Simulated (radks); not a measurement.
**Cd⁴⁺ in [Kr] 4d8: an all-electron calculation**

Wanted: eigenvalues, radial structure and energy terms of the cadmium ion Cd4+.

Program: radks (a radial shooting solver on a logarithmic mesh, Libxc functionals) version 1. Level of theory: Dirac Kohn-Sham, PBE, spin-unpolarised, spherical densities, point nucleus; open shells fill j = l - 1/2 first. These are calculated values, not measurements, unless marked.

## 1. Starting point

- element: cadmium (Z = 48)
- charge: +4
- electrons: 44
- configuration: [Kr] 4d8

## 2. The run

Input:

```text
Z 48
configuration [Kr] 4d8 5s0 5p0 4f0 5d0
relativity Dirac
functional pbe,pbe
spin unpolarised
j_filling energy
nucleus point
c 137.035999084
```

What does the calculation give?

As calculated:

| quantity | value |
| --- | --- |
| total energy | -5591.70613 hartree |
| exchange-correlation share of it | 2.74 % |
| −T/E | 1.0487 |
| highest occupied level | 4d5/2, -62.125 eV |
| most extended occupied level | 4d5/2, <r> = 1.16 bohr |
| radius at density 0.001 e/bohr³ | 2.86 bohr |
| maxima of the radial density | 4 |
| ionisation energy, NIST | 68 (theory) eV |

The radial density shows 4 maxima for 4 occupied principal shells. Relativity lifts −T/E to 1.049. Minus the highest eigenvalue, 62.125 eV, is 91 % of the tabulated ionisation energy (68 eV). Spin polarisation and multiplet splitting are left out.
